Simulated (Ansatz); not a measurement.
# FHOSn (SMILES [OH][Sn][F]): single points off equilibrium

An exercise on one series of results from a longer session: the logs are not shown, and one member is left open.

Computed with Ansatz 0.2.0, Gaussian basis. Level: single points in def2-TZVPP.

Correlated methods freeze the cores. Filled d shells of the heavier atoms are correlated. Core potentials replace the inner electrons past krypton, and spin-orbit coupling is left out.

## Where the work starts

SMILES `[OH][Sn][F]`, 4 atoms, charge 0, spin multiplicity 1.

Atoms are counted from 1 here; the program's logs count them from 0.

Bond lengths: O1–Sn2 2.057 Å, O1–H4 0.934 Å, Sn2–F3 2.075 Å. Angles: Sn2–O1–H4 143.5°, O1–Sn2–F3 100.7°.

As a file:

```
O    -0.9234    0.3426   -0.5483
Sn   -0.0342   -1.2413    0.4171
F     1.8131   -0.4197    0.8846
H    -0.8256    1.2495   -0.7509
```

The first run:

run/in.yaml reads:

```yaml
crystal:
  periodic: [false, false, false]
  atoms:
    - {symbol: O, position_ang: [-0.923400, 0.342600, -0.548300]}
    - {symbol: Sn, position_ang: [-0.034200, -1.241300, 0.417100]}
    - {symbol: F, position_ang: [1.813100, -0.419700, 0.884600]}
    - {symbol: H, position_ang: [-0.825600, 1.249500, -0.750900]}
basis:
  gaussian: {orbitals: def2-TZVPP}
correlation: {method: ccsd_t}
output: {forces: true}
```

No record of the launch command was kept for these runs.

Among the steps run: CCSD(T)/def2-TZVPP; PBE0-D4/def2-TZVPP; wB97M-V/def2-TZVPP; r2SCAN-D4/def2-TZVPP; PBE-D4/def2-TZVPP; CAM-B3LYP-D4/def2-TZVPP; B97M-V/def2-TZVPP.

One of the session's tables, all rows but one given; the rest of the session is left out.

```
      method  RMS force component (eV/Å)  angle to CCSD(T) forces (°)  dipole (D)
     CCSD(T)                       1.448                    reference        2.73
     PBE0-D4                       1.361                          1.1        2.70
     wB97M-V                       1.384                          1.6        2.72
   r2SCAN-D4                       1.355                          3.0        2.53
      PBE-D4                           ?                            ?           ?
CAM-B3LYP-D4                       1.382                          2.1        2.79
      B97M-V                       1.281                          1.0        2.63
```

Q: Estimate the row for PBE-D4 from the others.

The run gave: RMS force component (eV/Å): 1.283; angle to CCSD(T) forces (°): 13.8; dipole (D): 2.47. In the column «RMS force component (eV/Å)» it lies between B97M-V (1.281) and r2SCAN-D4 (1.355).
